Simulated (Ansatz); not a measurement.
# GeNH₃ (triplet): from Hartree-Fock to the top rungs, cc-pVDZ

An exercise on one series of results from a longer session: the logs are not shown, and one member is left open.

The runs use Ansatz 0.2.0, Gaussian basis; cc-pVDZ, core rule «outside noble gas», up to 15 orbitals frozen.

To be run: UHF; CCSD(T) on ROHF; CCSD(T) on UHF; BCCD(T) on ROHF; CISD; CCSDT(Q) on ROHF; CCSDT(Q) on UHF.

20 further runs of the same task are left out: 1 for a known fault of the program, 8 that didn't finish, 11 set aside as unsound or not needed.

### What is computed

The geometry is a PBE0/def2-TZVP stationary point (not a proven minimum). No spin-orbit coupling is included. The filled d shell of Ge may be among the frozen orbitals whatever the setting's name suggests; the logs give the count.

5 atoms, charge 0, spin multiplicity 3.

Atoms are counted from 1 here; the program's logs count them from 0.

Bond lengths: Ge1–N2 1.848 Å, Ge1–H3 1.560 Å, N2–H4 1.011 Å, N2–H5 1.011 Å. Angles: N2–Ge1–H3 112.8°, Ge1–N2–H4 116.0°, Ge1–N2–H5 116.0°, H4–N2–H5 109.5°.

As a file:

```
Ge    0.0000    0.0444    0.3304
N     0.0000   -0.1595   -1.5058
H     0.0000   -1.3184    1.0907
H     0.8260    0.1677   -1.9887
H    -0.8260    0.1677   -1.9887
```

Set-up of the first run:

in.yaml reads:

```yaml
crystal:
  periodic: [false, false, false]
  atoms:
    - {symbol: Ge, position_ang: [0.000000, 0.044402, 0.330415]}
    - {symbol: N, position_ang: [0.000000, -0.159538, -1.505832]}
    - {symbol: H, position_ang: [0.000001, -1.318371, 1.090661]}
    - {symbol: H, position_ang: [0.825986, 0.167726, -1.988690]}
    - {symbol: H, position_ang: [-0.825986, 0.167724, -1.988690]}
basis:
  gaussian: {orbitals: cc-pVDZ}
magnetization: {spin_polarized: true, initial_magnetization: 2}
hamiltonian: {xc: hf}
output: {orbitals: {seedname: orbitals}}
```

Launch:

```
$ ansatz run in.yaml --threads 1 --pin off --events-out ev --progress --plain --max-ram 2393MiB
```

Among the steps run: UHF; CCSD(T) on ROHF; CCSD(T) on UHF; BCCD(T) on ROHF; CISD; CCSDT(Q) on ROHF; CCSDT(Q) on UHF.

One of the session's tables, all rows but one given; the rest of the session is left out.

It belongs to the step «Misses and costs». 

| method | from UCCSDT(Q) (meV) |
| --- | --- |
| ROHF | +7575.6 |
| UHF | +7483.8 |
| RMP2 | +953.1 |
| UMP2 | +937.3 |
| RCCSD | +251.6 |
| UCCSD | +239.9 |
| RCCSD(T) | ? |
| UCCSD(T) | +40.4 |
| BCCD(T) | +48.3 |
| RCCSDT | +26.7 |
| UCCSDT | +18.2 |
| RCCSDT(Q) | +9.9 |
| UCCSDT(Q) | 0 |

Estimate the missing values for RCCSD(T).

The run gave: from UCCSDT(Q) (meV): +49.0. In the column «from UCCSDT(Q) (meV)» it lies between BCCD(T) (+48.3) and UCCSD (+239.9).

Not comparable, so not listed: CISD (they don't share determinant, frozen orbitals or solution with the rows shown, or repeat one).

To keep in mind: Restricted and unrestricted rows rest on different reference determinants; where their highest levels disagree by more than a few hundredths of an eV, they describe different states and don't form one ladder.
